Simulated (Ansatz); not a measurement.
## CuAu, space group P4/mmm: a single point, step by step

Program: Ansatz's Python interface.

At the Python prompt:
```pycon
>>> from collections import Counter
>>> from dataclasses import dataclass
>>> from pathlib import Path
>>> import json
>>> import ansatz as az
>>> import numpy as np
>>> import pandas as pd
>>> @dataclass(frozen=True)
... class Options:
...     extra_bands: int = 16
...     mesh: tuple[int, ...] = (8, 8, 6)
...     smearing: str = 'cold'
...     width_ev: float = 0.3
...
>>> settings = Options()
>>> structure = (
...     az.Lattice.from_parameters(2.810749, 2.810749, 3.685, alpha=90, beta=90, gamma=90)
...     .space_group(123, hermann_mauguin='P4/mmm')
...     .atom('Cu', [0.5, 0.5, 0.5])
...     .atom('Au', [0.0, 0.0, 0.0])
... )
>>> # the calculation
>>> job = (
...     structure.calculation()
...     .pseudopotentials('nc')
...     .scf(extra_bands=settings.extra_bands)
...     .eigensolver('davidson', full_accuracy=True)
...     .kpoints(*settings.mesh, center='gamma')  # sampling of the Brillouin zone
...     .functional(exchange='pbesol', correlation='pbe')
...     .occupations(settings.smearing, width=settings.width_ev)
...     .compute(forces=True, band_table=True, potential_components=True)
... )
>>> res = job.run(events_out='events.ndjson')
DeckWarning: basis.ecutwfc = 1251.723767 eV, auto-derived from the records' recommended cutoffs: set by Cu (normal level)
>>> rep = res.report
>>> rep['free_energy_ev']
-9161.235494282055
>>> rep['kweights']
[0.0026041666666666665, 0.005208333333333333, 0.005208333333333333, 0.0026041666666666665, 0.010416666666666666, 0.020833333333333332, 0.020833333333333332, 0.010416666666666666, 0.010416666666666666, 0.020833333333333332, 0.020833333333333332, 0.010416666666666666, 0.010416666666666666, 0.020833333333333332, 0.020833333333333332, 0.010416666666666666, 0.005208333333333333, 0.010416666666666666, 0.010416666666666666, 0.005208333333333333, 0.010416666666666666, 0.020833333333333332, 0.020833333333333332, 0.010416666666666666, 0.020833333333333332, 0.041666666666666664, 0.041666666666666664, 0.020833333333333332, 0.020833333333333332, 0.041666666666666664, 0.041666666666666664, 0.020833333333333332, 0.010416666666666666, 0.020833333333333332, 0.020833333333333332, 0.010416666666666666, 0.010416666666666666, 0.020833333333333332, 0.020833333333333332, 0.010416666666666666, 0.020833333333333332, 0.041666666666666664, 0.041666666666666664, 0.020833333333333332, 0.010416666666666666, 0.020833333333333332, 0.020833333333333332, 0.010416666666666666, 0.010416666666666666, 0.020833333333333332, 0.020833333333333332, 0.010416666666666666, 0.010416666666666666, 0.020833333333333332, 0.020833333333333332, 0.010416666666666666, 0.0026041666666666665, 0.005208333333333333, 0.005208333333333333, 0.0026041666666666665]
>>> with open('events.ndjson') as stream:
...     kinds = Counter(json.loads(line)['event'] for line in stream)
...
>>> print('events:', {kind: kinds[kind] for kind in ('scf_iter', 'scf_done', 'notice', 'finished')})
events: {'scf_iter': 9, 'scf_done': 1, 'notice': 41, 'finished': 1}
>>> print('%-22s %14.5f eV' % ('F = E - TS', rep['free_energy_ev']))
F = E - TS                -9161.23549 eV
>>> print('%-22s %14.5f eV' % ('E', rep['internal_energy_ev']))
E                         -9161.23614 eV
>>> print('%-22s %14.5f eV' % ('Harris-Foulkes', rep['harris_foulkes_ev']))
Harris-Foulkes            -9161.23549 eV
>>> print('%-22s %14.5f eV' % ('Fermi level', rep['fermi_energy_ev']))
Fermi level                  19.11627 eV
>>> # forces, one row an atom
>>> table = pd.DataFrame(rep['forces_ev_ang'], columns=['fx', 'fy', 'fz'])
>>> table.insert(0, 'atom', [site['symbol'] for site in rep['lattice']['sites']])
>>> table.round(4)
  atom   fx   fy   fz
0   Cu  0.0  0.0  0.0
1   Au -0.0 -0.0 -0.0
>>> edges = rep.get('band_edges_ev')
>>> if edges:
...     print(f'band edges on the mesh: {edges[0]:.3f} and {edges[1]:.3f} eV, gap {edges[1] - edges[0]:.3f} eV')
... else:
...     print('no band edges reported (a metal, or a gap too narrow for this smearing); Fermi level', round(rep['fermi_energy_ev'], 3), 'eV')
...
no band edges reported (a metal, or a gap too narrow for this smearing); Fermi level 19.116 eV
>>> folder = Path(res.write_results('parts'))
>>> text = (folder / 'v_comp_z.tsv').read_text().splitlines()
>>> rows = np.array([line.split() for line in text if not line.startswith('#')], dtype=float)
>>> print(text[0])
# z_ang	v_loc[eV]	v_h[eV]	v_xc[eV]
>>> print(np.array2string(rows[:: max(len(rows) // 12, 1)], precision=3, suppress_small=True))
[[  0.    -16.529   6.77  -17.573]
 [  0.246  -8.332   3.    -16.562]
 [  0.491  12.223  -6.591 -14.277]
 [  0.737  29.378 -15.128 -12.185]
 [  0.983  32.959 -15.877 -11.087]
 [  1.228  22.298  -6.443 -11.302]
 [  1.474  -1.014  11.311 -13.222]
 [  1.72  -23.306  26.344 -15.085]
 [  1.965 -23.306  26.344 -15.085]
 [  2.211  -1.014  11.311 -13.222]
 [  2.457  22.298  -6.443 -11.302]
 [  2.702  32.959 -15.877 -11.087]
 [  2.948  29.378 -15.128 -12.185]
 [  3.194  12.223  -6.591 -14.277]
 [  3.439  -8.332   3.    -16.562]]
```

Caveats:
- These settings explore the input space; cutoff and mesh may be short of convergence.
- The negative TS is no error: cold and Methfessel-Paxton smearing have a generalised entropy.
- For a metal this k-point mesh is coarse: on a finer one energies can move by several to tens of meV an atom and pressures by half a GPa or more, differences at one mesh by less.
- An absolute Fermi energy rests on an arbitrary zero of the periodic potential and has no direct meaning.
- The starting cell is as deposited in a crystallographic database; the results hold for this polymorph, which needn't be the stable one.
- Gaps and levels are Kohn-Sham values on a finite set of k-points, without spin-orbit coupling.
- Warnings are shown shortened and without file and line.
- Run time: 18 s on 1 thread of Intel(R) Xeon(R) 6975P-C (Granite Rapids), on a shared host, peak memory 0.53 GiB.
